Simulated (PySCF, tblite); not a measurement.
# C₁₆H₁₂: electronic excitations, NMR shifts

Aim: compute the electronic excitations, NMR shifts of C₁₆H₁₂ (`C=Cc1cc2ccccc2c2ccccc12`).

Computed with tblite 0.8.0 and PySCF 2.14.0 and routines of our own; the level stands in each step. Atoms count from 0.

## 1. The system as given

28 atoms, charge 0, multiplicity 1; geometry from: force field, distance geometry or constructed start.

## 2. Relaxing the molecule with GFN2-xTB

The job: settings as JSON, then the geometry in Å.

```
{"job": {"kind": "relax", "xc": "GFN2-xTB", "basis": "xTB"}, "charge": 0, "multiplicity": 1}
C     -2.918000    -2.628600     0.090300
C     -2.509500    -1.571800     0.800300
C     -1.223100    -0.890300     0.547700
C     -0.052400    -1.623600     0.706100
C      1.204600    -1.055700     0.518700
C      2.353500    -1.843000     0.689600
C      3.629200    -1.308400     0.504100
C      3.767200     0.022200     0.144600
C      2.627600     0.809700    -0.034800
C      1.306700     0.306800     0.146000
C      0.105200     1.084100    -0.028000
C      0.116200     2.454300    -0.394100
C     -1.053000     3.203200    -0.557700
C     -2.276900     2.600500    -0.373500
C     -2.335600     1.262500    -0.007500
C     -1.166300     0.477700     0.183000
H     -2.338100    -3.029600    -0.728200
H     -3.875100    -3.104700     0.309800
H     -3.114800    -1.172300     1.616700
H     -0.120700    -2.672500     1.012400
H      2.266400    -2.885100     0.980000
H      4.507200    -1.931300     0.647600
H      4.754900     0.452700     0.001800
H      2.787400     1.841900    -0.321300
H      1.055700     2.983100    -0.560300
H     -0.996400     4.248800    -0.844000
H     -3.195400     3.170500    -0.504600
H     -3.319000     0.815200     0.126600
```

Started as:

```bash
> OMP_NUM_THREADS=1 python large_run.py task.json out
```

This one command runs all jobs of the session in turn.

Output:

```text
step      E/eV     max force
  0   -1097.72352    1.991
  1   -1097.82545    0.850
  2   -1097.84971    0.315
  3   -1097.86013    0.197
  4   -1097.87280    0.236
  5   -1097.88148    0.217
  6   -1097.88867    0.180
  7   -1097.89291    0.117
  8   -1097.89616    0.131
  9   -1097.89869    0.110
 10   -1097.90003    0.074
 11   -1097.90067    0.059
 12   -1097.90121    0.054
 13   -1097.90190    0.059
 14   -1097.90260    0.056
 15   -1097.90324    0.051
 16   -1097.90389    0.053
 17   -1097.90468    0.064
 18   -1097.90559    0.087
 19   -1097.90650    0.074
 20   -1097.90730    0.056
 21   -1097.90792    0.055
 22   -1097.90837    0.051
 23   -1097.90872    0.046
 24   -1097.90904    0.041
 25   -1097.90941    0.041
 26   -1097.90981    0.047
 27   -1097.91021    0.044
 28   -1097.91060    0.052
 29   -1097.91097    0.051
 30   -1097.91133    0.058
 31   -1097.91168    0.055
 32   -1097.91206    0.051
 33   -1097.91256    0.058
 34   -1097.91317    0.063
 35   -1097.91377    0.065
 36   -1097.91424    0.054
 37   -1097.91459    0.044
 38   -1097.91493    0.042
 39   -1097.91532    0.049
 40   -1097.91576    0.055
 41   -1097.91627    0.060
 42   -1097.91691    0.065
 43   -1097.91769    0.060
 44   -1097.91855    0.055
 45   -1097.91938    0.048
 46   -1097.92011    0.048
 47   -1097.92073    0.067
 48   -1097.92103    0.105
 49   -1097.92178    0.048
 50   -1097.92238    0.046
 51   -1097.92316    0.047
 52   -1097.92365    0.055
 53   -1097.92410    0.051
 54   -1097.92449    0.038
 55   -1097.92489    0.037
 56   -1097.92520    0.029
 57   -1097.92540    0.041
 58   -1097.92550    0.019
```

Run time: 0.85 s. Hardware: 1 thread of Arm Neoverse V1, shared host; peak memory 0.18 GiB.

Relaxation path:

```tsv
step	energy from step 0 (eV)	largest force (eV/Å)
0	0.0000	1.9912
1	-0.1019	0.8501
2	-0.1262	0.3151
3	-0.1366	0.1976
4	-0.1493	0.2359
5	-0.1580	0.2171
6	-0.1652	0.1803
7	-0.1694	0.1177
8	-0.1726	0.1309
12	-0.1777	0.0540
16	-0.1804	0.0525
20	-0.1838	0.0558
24	-0.1855	0.0416
28	-0.1871	0.0515
33	-0.1890	0.0579
37	-0.1911	0.0437
41	-0.1927	0.0599
45	-0.1959	0.0477
49	-0.1983	0.0482
54	-0.2010	0.0385
55	-0.2014	0.0374
56	-0.2017	0.0296
57	-0.2019	0.0415
58	-0.2020	0.0188
```

Close pairs (by a distance rule), those that changed most:

```tsv
bond	before (Å)	after (Å)	change (Å)
C2–C3	1.390	1.361	-0.029
C3–C4	1.392	1.419	+0.027
C11–C12	1.398	1.373	-0.026
C5–C6	1.396	1.370	-0.025
C7–C8	1.397	1.373	-0.023
C2–C15	1.417	1.438	+0.022
C8–C9	1.425	1.404	-0.021
C12–C13	1.377	1.394	+0.017
```

The next job starts from the end point, and lists it.

## 3. Electronic excitations: TDA PBE0/def2-SVP

The job: settings as JSON, then the geometry in Å.

```
{"job": {"kind": "uv", "basis": "def2-SVP", "grid": 1, "kgrid": 0, "vcut": 1.5, "nstates": 6, "ntriplets": 2, "tda": true, "delta": [], "pop": true, "xc": "PBE0"}, "charge": 0, "multiplicity": 1}
C     -2.864934    -2.744717     0.282242
C     -2.546978    -1.530504     0.707264
C     -1.247167    -0.895324     0.477639
C     -0.106475    -1.627641     0.603261
C      1.182595    -1.056468     0.446367
C      2.333719    -1.846461     0.604122
C      3.584700    -1.304345     0.466429
C      3.716807     0.053793     0.174086
C      2.605050     0.845162     0.020154
C      1.309798     0.319145     0.144524
C      0.112979     1.108628    -0.020605
C      0.156045     2.471586    -0.358090
C     -0.989565     3.209652    -0.521190
C     -2.236709     2.608958    -0.360196
C     -2.312710     1.277121    -0.041937
C     -1.156443     0.501769     0.147434
H     -2.184602    -3.336007    -0.308116
H     -3.823306    -3.187487     0.494389
H     -3.264204    -0.958522     1.281289
H     -0.167517    -2.675299     0.861878
H      2.212857    -2.894732     0.837970
H      4.465288    -1.918398     0.586552
H      4.701433     0.485688     0.069303
H      2.745570     1.891408    -0.200293
H      1.106874     2.960563    -0.501132
H     -0.925726     4.256241    -0.781222
H     -3.137900     3.189966    -0.493609
H     -3.282020     0.812637     0.052946
```

Method: TDA PBE0/def2-SVP, vertical, gas phase, core orbitals frozen in the response, virtual orbitals cut by energy.

Output:

```text
start: PBE on a coarse grid of 23579 points
cycle   1  E = -615.4266693315  dE =  2.381e+00  |g| = 6.626e-01  |ddm| = 7.668e+00
cycle   2  E = -615.3626818560  dE =  6.399e-02  |g| = 8.328e-01  |ddm| = 2.191e+00
cycle   3  E = -615.5593105189  dE = -1.966e-01  |g| = 1.126e-01  |ddm| = 1.320e+00
cycle   4  E = -615.5599286103  dE = -6.181e-04  |g| = 9.721e-02  |ddm| = 2.616e-01
cycle   5  E = -615.5627835733  dE = -2.855e-03  |g| = 1.468e-02  |ddm| = 1.600e-01
cycle   6  E = -615.5628260014  dE = -4.243e-05  |g| = 8.146e-03  |ddm| = 2.669e-02
final grid: 103207 points
cycle   7  E = -615.7617741054  dE = -7.025e-03  |g| = 3.982e-02  |ddm| = 1.389e+00
cycle   8  E = -615.7617776472  dE = -3.542e-06  |g| = 4.081e-02  |ddm| = 1.151e-01
cycle   9  E = -615.7622221415  dE = -4.445e-04  |g| = 1.133e-02  |ddm| = 6.953e-02
cycle  10  E = -615.7622552244  dE = -3.308e-05  |g| = 3.074e-03  |ddm| = 1.691e-02
cycle  11  E = -615.7622567366  dE = -1.512e-06  |g| = 1.071e-03  |ddm| = 5.222e-03
cycle  12  E = -615.7622579182  dE = -1.182e-06  |g| = 3.154e-04  |ddm| = 1.904e-03
cycle  13  E = -615.7622551797  dE =  2.739e-06  |g| = 7.640e-05  |ddm| = 5.802e-04
converged SCF energy = -615.7622551797

Static polarisability (au): isotropic 177.862, principal 73.301 208.795 251.489

Singlet excitations
state   eV       nm        f      main configurations
  1   4.0384    307.0   0.00150   H->L+1 0.56, H-1->L 0.41
  2   4.3021    288.2   0.18880   H->L 0.79, H-1->L+1 0.16
  3   4.8894    253.6   0.12627   H-1->L 0.43, H->L+1 0.34, H->L+2 0.11
  4   5.0918    243.5   0.05269   H->L+2 0.49, H-2->L 0.37
  5   5.2844    234.6   0.19395   H-1->L+2 0.41, H-2->L+1 0.25, H-1->L+1 0.15
  6   5.3789    230.5   0.64116   H-1->L+1 0.50, H-2->L+1 0.14, H->L 0.09

Triplet excitations (Tamm-Dancoff, eV): 2.8627 3.5915
```

Wall time 35 s (1 thread of Arm Neoverse V1, shared host); peak memory 0.56 GiB.

Frontier orbitals and where they lie:

```tsv
orbital	eV	atoms
HOMO−4	-8.33	C6 16 %, C9 15 %, C10 14 %
HOMO−3	-7.94	C0 19 %, C1 19 %, C4 14 %
HOMO−2	-7.50	C15 18 %, C12 16 %, C11 15 %
HOMO−1	-6.57	C6 16 %, C13 15 %, C8 12 %
HOMO	-6.10	C3 16 %, C2 15 %, C7 10 %
LUMO	-1.34	C3 16 %, C2 15 %, C7 10 %
LUMO+1	-1.00	C13 14 %, C6 14 %, C8 13 %
LUMO+2	-0.11	C15 18 %, C12 16 %, C11 12 %
LUMO+3	0.51	C1 17 %, C0 16 %, C4 13 %
```

With each of the 6 states as a Gaussian band of 0.4 eV half-width at 1/e, the curve within the window shown has maxima at 280 nm (ε 8,600), 232 nm (ε 36,000) L/(mol cm). Beyond the last state computed it falls off for lack of states. The curve at chosen wavelengths:

| nm | ε (L/mol/cm) |
| --- | --- |
| 218 | 18112 |
| 224 | 29127 |
| 229 | 35105 |
| 235 | 35760 |
| 241 | 30590 |
| 246 | 24457 |
| 252 | 17621 |
| 258 | 12735 |
| 263 | 10296 |
| 269 | 8928 |
| 275 | 8599 |
| 280 | 8606 |
| 286 | 8477 |
| 292 | 7927 |
| 298 | 6937 |
| 303 | 5890 |
| 309 | 4558 |
| 315 | 3321 |
| 320 | 2446 |
| 326 | 1621 |
| 332 | 1029 |
| 337 | 684 |
| 343 | 407 |
| 349 | 235 |
| 354 | 146 |
| 360 | 81 |

Leading natural transition orbitals of singlet state 6: the hole lies on C8, C11 about 17 % each; C5, C6, C14 about 9 % each; C9, C10, C13 about 8 % each; the particle on C6, C9, C13 about 11 % each; C10 10 %; 4 C atoms about 7 % each.

Leading natural transition orbitals of singlet state 1: the hole lies on C2, C3 about 15 % each; C5, C7 about 9 % each; C12 7 %; the particle on 4 C atoms about 11 % each; C8, C11 about 8 % each.

Ground-state properties from the same run:

```tsv
property	computed
dipole moment (D)	0.08
polarisability (Å³)	26.36
HOMO–LUMO gap (eV)	4.76
−ε(HOMO) (eV)	6.10
```

The fields below are evaluated on a grid from the run's orbitals.

Frontier orbitals at PBE0/def2-SVP, with the share of their density that lies nearest to each atom:

```tsv
orbital	energy (eV)	lies on
HOMO	-6.10	C2, C3 about 15 % each; C7 9 %; 4 C atoms about 7 % each
LUMO	-1.34	C2, C3 about 14 % each; C0, C7 about 8 % each
```

ELF in a plane through or near 25 of the atoms.

Values, 10 rows by 14 columns:
```
0.00 0.00 0.00 0.00 0.00 0.00 0.00 0.00 0.00 0.00 0.00 0.00 0.00 0.00
0.00 0.00 0.00 0.00 0.00 0.00 0.00 0.03 0.80 0.04 0.00 0.00 0.00 0.00
0.00 0.00 0.00 0.00 0.00 0.05 0.94 0.12 0.97 0.08 0.64 0.25 0.00 0.00
0.00 0.00 0.06 0.00 0.99 0.48 0.75 0.34 0.51 0.52 0.97 0.60 0.00 0.00
0.00 0.03 1.00 0.84 0.56 0.87 0.83 0.28 0.52 0.76 0.89 0.22 0.00 0.00
0.00 0.00 0.03 0.84 0.24 0.55 0.77 0.17 0.89 0.04 0.43 0.07 0.00 0.00
0.00 0.04 1.00 0.81 0.38 0.71 0.74 0.25 0.59 0.39 0.47 0.01 0.00 0.00
0.00 0.00 0.01 0.00 0.99 0.90 0.67 0.92 0.19 0.42 0.96 0.67 0.00 0.00
0.00 0.00 0.00 0.00 0.00 0.00 0.00 0.00 0.02 0.08 0.71 0.13 0.00 0.00
0.00 0.00 0.00 0.00 0.00 0.00 0.00 0.00 0.00 0.00 0.00 0.00 0.00 0.00
```
The map spans 14.5 Å across and 13.7 Å up, centred on the molecule. Atoms in the plane (x, y in Å): C1 (2.4, -1.9), C2 (1.1, -1.1), C3 (-0.1, -1.7), C4 (-1.3, -1.0), C5 (-2.5, -1.6), C6 (-3.7, -1.0), C7 (-3.7, 0.4), C8 (-2.5, 1.1), C9 (-1.3, 0.4), C10 (0.0, 1.1), C11 (0.1, 2.5), C12 (1.3, 3.2), C13 (2.5, 2.4), C14 (2.4, 1.1), C15 (1.2, 0.4), H17 (3.5, -3.6), H19 (-0.1, -2.8), H20 (-2.5, -2.7), H21 (-4.6, -1.5), H22 (-4.6, 1.0), H23 (-2.5, 2.2), H24 (-0.8, 3.1), H25 (1.4, 4.2), H26 (3.5, 2.9), H27 (3.3, 0.5).

On the surface of density 0.002 e/bohr³ the electrostatic potential runs, from the 1st to the 99th percentile, from -0.66 V near C12 to 0.92 V near H24.

## 4. NMR shifts: GIAO KT3/pcSseg-1

Settings changed since step 3:

```diff
@@ -1,2 +1,2 @@
-{"job": {"kind": "uv", "basis": "def2-SVP", "grid": 1, "kgrid": 0, "vcut": 1.5, "nstates": 6, "ntriplets": 2, "tda": true, "delta": [], "pop": true, "xc": "PBE0"}, "charge": 0, "multiplicity": 1}
+{"job": {"kind": "nmr", "xc": "KT3", "basis": "pcSseg-1", "pop": false}, "charge": 0, "multiplicity": 1}
 C     -2.864934    -2.744717     0.282242
```

With the program's defaults for keys left out, this is: GIAO KT3/pcSseg-1 NMR shielding, non-relativistic, gas phase.

Output:

```text
start: PBE on a coarse grid of 23579 points
cycle   1  E = -615.7813992210  dE =  2.525e+00  |g| = 7.174e-01  |ddm| = 6.309e+00
cycle   2  E = -615.6971064652  dE =  8.429e-02  |g| = 9.179e-01  |ddm| = 2.392e+00
cycle   3  E = -615.9274429435  dE = -2.303e-01  |g| = 1.155e-01  |ddm| = 1.484e+00
cycle   4  E = -615.9284097804  dE = -9.668e-04  |g| = 9.189e-02  |ddm| = 2.191e-01
cycle   5  E = -615.9309189456  dE = -2.509e-03  |g| = 1.445e-02  |ddm| = 1.436e-01
cycle   6  E = -615.9309590567  dE = -4.011e-05  |g| = 8.298e-03  |ddm| = 2.157e-02
final grid: 219508 points
cycle   7  E = -627.1296016912  dE = -3.745e-02  |g| = 2.512e-02  |ddm| = 1.391e+00
cycle   8  E = -627.1293713981  dE =  2.303e-04  |g| = 3.807e-02  |ddm| = 1.008e-01
cycle   9  E = -627.1297310375  dE = -3.596e-04  |g| = 1.304e-02  |ddm| = 5.984e-02
cycle  10  E = -627.1297673333  dE = -3.630e-05  |g| = 7.118e-03  |ddm| = 2.237e-02
cycle  11  E = -627.1297832803  dE = -1.595e-05  |g| = 1.066e-03  |ddm| = 1.006e-02
cycle  12  E = -627.1297818328  dE =  1.447e-06  |g| = 5.161e-04  |ddm| = 1.785e-03
cycle  13  E = -627.1297830416  dE = -1.209e-06  |g| = 1.556e-04  |ddm| = 7.127e-04
cycle  14  E = -627.1297842110  dE = -1.169e-06  |g| = 7.836e-05  |ddm| = 3.592e-04
converged SCF energy = -627.1297842110

GIAO shielding tensors (ppm)
atom      isotropic    diamagn.    paramagn.     s11        s22        s33       span
  0 C       72.519     254.647    -182.127    -19.190     75.029    161.719    180.910
  1 C       51.061     254.464    -203.403    -56.899     56.791    153.290    210.189
  2 C       54.524     257.490    -202.966    -25.600     31.970    157.202    182.801
  3 C       64.155     252.121    -187.966    -14.042     61.040    145.467    159.510
  4 C       60.794     255.345    -194.551     -8.059      3.635    186.806    194.865
  5 C       61.853     245.596    -183.744    -28.794     57.475    156.876    185.670
  6 C       64.337     253.375    -189.038    -34.234     55.122    172.121    206.355
  7 C       64.574     250.966    -186.392    -33.302     55.979    171.044    204.346
  8 C       69.043     247.611    -178.568    -25.662     56.943    175.847    201.509
  9 C       62.107     246.760    -184.653    -10.649     16.469    180.500    191.149
 10 C       62.785     248.571    -185.786    -10.666     17.179    181.843    192.508
 11 C       68.566     249.007    -180.441    -27.084     57.202    175.579    202.663
 12 C       64.537     252.104    -187.568    -34.402     56.058    171.954    206.356
 13 C       64.463     253.158    -188.695    -34.543     55.659    172.272    206.815
 14 C       66.328     247.498    -181.170    -27.742     56.183    170.542    198.284
 15 C       62.337     250.252    -187.916     -8.715     12.610    183.114    191.829
 16 H       25.874      34.635      -8.761     21.949     25.196     30.478      8.529
 17 H       26.256      26.791      -0.535     23.626     25.188     29.954      6.328
 18 H       24.073      31.878      -7.806     19.789     23.914     28.515      8.726
 19 H       23.981      37.714     -13.733     18.196     24.129     29.618     11.422
 20 H       23.938      33.467      -9.530     18.955     24.396     28.461      9.506
 21 H       24.138      28.981      -4.843     19.970     25.468     26.977      7.006
 22 H       24.078      29.247      -5.169     19.529     25.501     27.205      7.676
 23 H       23.045      36.332     -13.287     15.967     24.087     29.081     13.115
 24 H       22.976      36.547     -13.571     15.777     24.084     29.067     13.290
 25 H       24.022      29.831      -5.809     19.441     25.498     27.126      7.686
 26 H       24.078      29.504      -5.426     19.693     25.388     27.152      7.459
 27 H       23.643      34.427     -10.783     17.278     24.081     29.572     12.294
```

It took 29 s on 1 thread of Arm Neoverse V1, shared host; peak memory 0.62 GiB.

The references, computed at this level on geometries of the same kind, shield at (ppm): ¹H TMS 31.76, ¹³C TMS 184.7. Their shielding less the atom's gives the shift. The references are single molecules in the gas phase.

```tsv
atoms	environment	σ (ppm)	δ (ppm)
C1	alkene CH	51.1	133.7
C2	substituted aromatic carbon	54.5	130.2
C4	ring-fusion aromatic carbon	60.8	123.9
C5	aromatic CH	61.9	122.9
C9	ring-fusion aromatic carbon	62.1	122.6
C15	ring-fusion aromatic carbon	62.3	122.4
C10	ring-fusion aromatic carbon	62.8	121.9
C3	aromatic CH	64.2	120.6
C6	aromatic CH	64.3	120.4
C13	aromatic CH	64.5	120.3
C12	aromatic CH	64.5	120.2
C7	aromatic CH	64.6	120.1
C14	aromatic CH	66.3	118.4
C11	aromatic CH	68.6	116.2
C8	aromatic CH	69.0	115.7
C0	terminal =CH2 carbon	72.5	112.2
H24	hydrogen on an aromatic CH	22.98	8.78
H23	hydrogen on an aromatic CH	23.04	8.72
H27	hydrogen on an aromatic CH	23.64	8.12
H20	hydrogen on an aromatic CH	23.94	7.82
H19	hydrogen on an aromatic CH	23.98	7.78
H25	hydrogen on an aromatic CH	24.02	7.74
H18	hydrogen on an alkene CH	24.07	7.69
H26	hydrogen on an aromatic CH	24.08	7.68
H22	hydrogen on an aromatic CH	24.08	7.68
H21	hydrogen on an aromatic CH	24.14	7.62
H16	hydrogen on a terminal =CH2 carbon	25.87	5.89
H17	hydrogen on a terminal =CH2 carbon	26.26	5.50
```

Ring of atoms C2, C3, C4, C9, C10, C15: NICS(0) -5.7, NICS(1) -8.8, NICS(1)zz -19.0 ppm (means of both faces).

Ring of atoms C4, C5, C6, C7, C8, C9: NICS(0) -8.7, NICS(1) -11.2, NICS(1)zz -27.6 ppm (means of both faces).

Ring of atoms C10, C11, C12, C13, C14, C15: NICS(0) -8.9, NICS(1) -11.4, NICS(1)zz -28.4 ppm (means of both faces).

## 5. What came out

| quantity | value |
| --- | --- |
| lowest singlet (PBE0/def2-SVP) | 4.04 eV (307 nm), f = 0.002 |
| brightest single state of those computed | state 6, 5.38 eV, f = 0.641 |
| lowest triplet | 2.86 eV |
| surface potential, 1st and 99th percentile | -0.66 V and 0.92 V |
| ¹³C shifts against TMS (KT3/pcSseg-1) | 133.7, 130.2, 123.9, 122.9, 122.6, 122.4, 121.9, 120.6, 120.4, 120.3, 120.2, 120.1, 118.4, 116.2 ppm and more |
| ¹H shifts against TMS (KT3/pcSseg-1) | 8.78, 8.72, 8.12, 7.82, 7.78, 7.74, 7.69, 7.68, 7.68, 7.62, 5.89, 5.50 ppm |

**Reading.** The first singlet state (HOMO→LUMO+1 0.56, HOMO−1→LUMO 0.41) lies at 4.04 eV and is weak; of the 6 states computed, the strongest absorption comes from state 6 at 5.38 eV (the last computed, so partners may be missing). The lowest triplet lies 1.18 eV below the lowest singlet. At PBE0/def2-SVP, counted by nearest atom on the grid, the HOMO lies on C2, C3 about 15 % each; C7 9 %, the LUMO on C2, C3 about 14 % each; C0, C7 about 8 % each. NICS(1)zz of -19 ppm above the planar ring from C2 marks a diatropic (aromatic) ring current. NICS(1)zz of -28 ppm above the planar ring from C4 marks a diatropic (aromatic) ring current. NICS(1)zz of -28 ppm above the planar ring from C10 marks a diatropic (aromatic) ring current.
